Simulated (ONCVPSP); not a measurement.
# An ONCV potential for W, from input to tests

Aim: build the potential from the settings below, then test how well it stands in for the atom: other configurations, scattering, ghost states and the plane-wave cutoff that it needs.

Method: ONCVPSP 4.0.1.1 (patched build), PBEsol, scalar-relativistic.

## Step 1: The design

Typed settings, in words:

```
element                 : tungsten (W, Z = 74)
type                    : optimised norm-conserving Vanderbilt (ONCV)
frozen core             : [Kr] 4d10 4f14
valence charge          : 14
reference configuration : 5s2 5p6 5d4 6s2
partial waves           : 5s+6s: rc 1.45 bohr, ncon 3, nbas 6, qcut 6.2 1/bohr, 3 projectors, debl 0.7 Ha; 5p: rc 1.95 bohr, ncon 3, nbas 7, qcut 8.2 1/bohr, 2 projectors, debl 2.6 Ha; 5d: rc 2.40 bohr, ncon 5, nbas 10, qcut 5.7 1/bohr, 2 projectors, debl 3.6 Ha
local potential         : polynomial inside 1.00 bohr (lpopt 5, dvloc0 3 Ha)
core correction         : Teter function fitted to the true core (icmod 2), fcfact 0.4
```

An earlier all-electron run gives the scale for the radii.

All-electron outer shells of the reference configuration (PBEsol, scalar-relativistic, ld1.x):

```csv
shell,level (eV),outermost node (bohr),outermost maximum (bohr)
5s,-79.11,0.53,0.96
5p,-43.22,0.57,1.09
4f,-33.24,–,0.43
6s,-5.75,1.28,2.64
5d,-4.51,0.63,1.49
6p,-1.33,1.54,3.70
```

## Step 2: Generating the potential

Contents of W.dat:

```
# ATOM AND REFERENCE CONFIGURATION
# atsym  z   nc   nv     iexc    psfile
  W 74.00   10    4  -116133      upf
#
#   n    l    f
    1    0    2.00
    2    0    2.00
    2    1    6.00
    3    0    2.00
    3    1    6.00
    3    2   10.00
    4    0    2.00
    4    1    6.00
    4    2   10.00
    4    3   14.00
    5    0    2.00
    5    1    6.00
    5    2    4.00
    6    0    2.00
#
# PSEUDOPOTENTIAL AND OPTIMIZATION
# lmax
    2
#
#   l,   rc,      ep,       ncon, nbas, qcut
    0    1.45    0.00    3    6    6.20
    1    1.95    0.00    3    7    8.20
    2    2.40    0.00    5   10    5.70
#
# LOCAL POTENTIAL
# lloc, lpopt,  rc(5),   dvloc0
    4    5    1.00    3.00
#
# VANDERBILT-KLEINMAN-BYLANDER PROJECTORs
# l, nproj, debl
    0    3    0.70
    1    2    2.60
    2    2    3.60
#
# MODEL CORE CHARGE
# icmod, fcfact, rcfact
    2    0.40    0.90
#
# LOG DERIVATIVE ANALYSIS
# epsh1, epsh2, depsh
   -4.00    5.00    0.02
#
# OUTPUT GRID
# rlmax, drl
    6.00    0.01
#
# TEST CONFIGURATIONS
# ncnf
    4
# nvcnf
#   n    l    f
    4
    5    0    2.00
    5    1    6.00
    5    2    4.00
    6    0    1.00
#
    4
    5    0    2.00
    5    1    6.00
    5    2    4.00
    6    0    0.00
#
    4
    5    0    2.00
    5    1    6.00
    5    2    3.00
    6    0    0.00
#
    5
    5    0    2.00
    5    1    6.00
    5    2    3.00
    6    0    2.00
    6    1    1.00
#
```

Run with:

```bash
$ oncvpsp.x < W.dat > W.out
```

What does the calculation give? Wanted: cutoffs for 1 and 0.1 mHa per electron, occupied waves; bound ghosts; GHOST(+) flags; largest test error; largest phase difference near zero energy, channels read; rms error of d²Exc/dn², without and with the model core.

As calculated:

| quantity | value |
| --- | --- |
| cutoffs for 1 and 0.1 mHa per electron, occupied waves | 18 Ha and 48 Ha |
| bound ghosts | d at -1514.24 eV |
| GHOST(+) flags | s at 303 eV (1 near or above the test basis's cutoff) |
| largest test error (AE − PS) | -14 meV, for 5s2 5p6 5d3 6s0 |
| largest phase difference near zero energy, channels read | 0.000 rad |
| rms error of d²Exc/dn², without and with the model core | 6.63 and 0.29 mHa |

In words: A bound ghost (d) makes it unfit for use: electrons can fall into a state that the atom doesn't have. The worst unpolarised test, 5s2 5p6 5d3 6s0, is off by 14 meV on 50.0 eV; by total energies transferability rates as good. Atomic tests can pass in spite of a ghost, since they solve only for the levels asked. The potential is of middling hardness: the looser tolerance needs 18 Ha. The tighter tolerance needs 48 Ha, and converged work needs a cutoff nearer that. Near zero energy the phases of the channels with partial waves agree within 0.001 rad. The program also flags highly localised states, GHOST(+) (s). Note that the frozen 4f shell (-33 eV) lies higher than the valence 5s shell (-79 eV). These are tests on the free atom; a crystal test is still owed.
